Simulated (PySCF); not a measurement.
# C2H7NOSi: the cost of one run

Computed with PySCF 2.14.0, with density-fitted response routines of our own, on a single molecule in the gas phase. Atoms are numbered from 0 throughout.

## Step 1: The starting structure

12 atoms, charge 0, multiplicity 1; geometry from: GFN2-xTB. The atoms were then displaced at random by about 0.01 Å, so the start is not that level's minimum.

Bonds of the start (Å): C0–C1 1.31, C1–O2 1.35, O2–Si3 1.58, Si3–N4 1.73, C0–H5 1.06, C0–H6 1.10, C1–H7 1.09, Si3–H8 1.43, Si3–H9 1.49, N4–H10 1.01, N4–H11 1.03.

## Step 2: Relaxing the molecule at PBE0-D3(BJ)/def2-SVP

Job settings and geometry (Å):

```
{"job": {"xc": "PBE0", "basis": "def2-SVP", "d3": "d3bj", "grid": 1, "shake": 0.01, "kind": "geom"}, "charge": 0, "multiplicity": 1}
C      1.854240     0.592000    -0.017640
C      1.446890    -0.526950     0.523790
O      0.230280    -1.107810     0.395530
Si    -1.065530    -0.717600    -0.428080
N     -1.659000     0.833640     0.044970
H      2.820530     1.005250     0.133790
H      1.173120     1.188450    -0.636810
H      2.133340    -1.103350     1.147150
H     -0.880710    -0.596690    -1.845450
H     -1.898180    -1.883500    -0.026710
H     -2.515550     1.195190    -0.337070
H     -1.599740     1.093110     1.037500
```

Command:

```console
OMP_NUM_THREADS=1 python probes_run.py task.json out
```

One launch serves the whole session: the jobs run in the order shown.

**Question.** How long does this first job take on 1 thread of Arm Neoverse V1, shared host, and how much memory does it need?

About 84 s, with a peak of 0.45 GiB.
